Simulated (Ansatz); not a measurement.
# Ga2B3As5: the cost of one run

Computed with Ansatz 0.2.0 (DFT PBE, scalar-relativistic, plane waves, PAW, unless a step's input says otherwise).

1 further run of the same task is left out (it didn't finish).

## Step 1: The system as given

It takes space group I-4m2 (No. 119, tetragonal). Conventional cell: a = 3.704 Å, b = 3.704 Å, c = 26.188 Å, α = 90.00°, β = 90.00°, γ = 90.00°. Around Ga (site symmetry 2mm) lie 4 As at 2.27 Å. Around B (site symmetry 2mm) lie 4 As at 2.27 Å. Around B (site symmetry -4m2) lie 4 As at 2.27 Å. As (site symmetry -4m2) has 4 Ga at 2.27 Å in its first shell of neighbours. As (site symmetry 2mm) has 2 Ga at 2.27 Å and 2 B at 2.27 Å in its first shell of neighbours. Around As (site symmetry 2mm) lie 4 B at 2.27 Å.

Structure file:

```cif
data_structure
_symmetry_space_group_name_H-M 'I-4m2'
_symmetry_Int_Tables_number 119
_cell_length_a 3.7036
_cell_length_b 3.7036
_cell_length_c 26.1882
_cell_angle_alpha 90.000
_cell_angle_beta 90.000
_cell_angle_gamma 90.000
_cell_volume 359.21
loop_
_atom_site_label
_atom_site_type_symbol
_atom_site_symmetry_multiplicity
_atom_site_Wyckoff_symbol
_atom_site_fract_x
_atom_site_fract_y
_atom_site_fract_z
_atom_site_occupancy
Ga1 Ga 4 e 0.50000 0.50000 0.20000 1
B1 B 4 e 0.50000 0.50000 0.40000 1
B2 B 2 b 0.50000 0.50000 0.00000 1
As1 As 2 d 0.50000 0.00000 0.25000 1
As2 As 4 f 0.00000 0.50000 0.35000 1
As3 As 4 f 0.50000 0.00000 0.45000 1
```

The start is an ordering of an alloy on its end members' structure types: elements ordered on the sites of the BAs type, B/Ga on B (I-4m2, No. 119).

## Step 2: A first look at the guess

Input file input.yaml:

```yaml
crystal:
  lattice:
    - [-1.85178265, 1.85178265, 13.0940807]
    - [1.85178265, -1.85178265, 13.0940807]
    - [1.85178265, 1.85178265, -13.0940807]
  atoms:
    - { symbol: Ga, position: [0.7, 0.7, 0.0] }
    - { symbol: Ga, position: [0.3, 0.3, 0.0] }
    - { symbol: B, position: [0.9, 0.9, 0.0] }
    - { symbol: B, position: [0.5, 0.5, 0.0] }
    - { symbol: B, position: [0.1, 0.1, 0.0] }
    - { symbol: As, position: [0.25, 0.75, 0.5] }
    - { symbol: As, position: [0.85, 0.35, 0.5] }
    - { symbol: As, position: [0.45, 0.95, 0.5] }
    - { symbol: As, position: [0.05, 0.55, 0.5] }
    - { symbol: As, position: [0.65, 0.15, 0.5] }
basis:
  ecutwfc: 420
kpoints:
  mp_grid: { grid: [6, 6, 6] }
hamiltonian:
  xc: pbe
scf:
  occupations: { method: gaussian, width: 0.1 }
  lower_state_search: "off"
output:
  forces: true
  stress: true
  eigenvalues: true
```

Started as:

```sh
ansatz run input.yaml --threads 4 --pin off --max-ram 8192MiB --backend cpu --events-out ev --progress --plain --runs-dir out
```

What time and memory should one allow on 4 threads of AMD EPYC (Zen 3), shared host?

About 17 s, with a peak of 0.69 GiB.
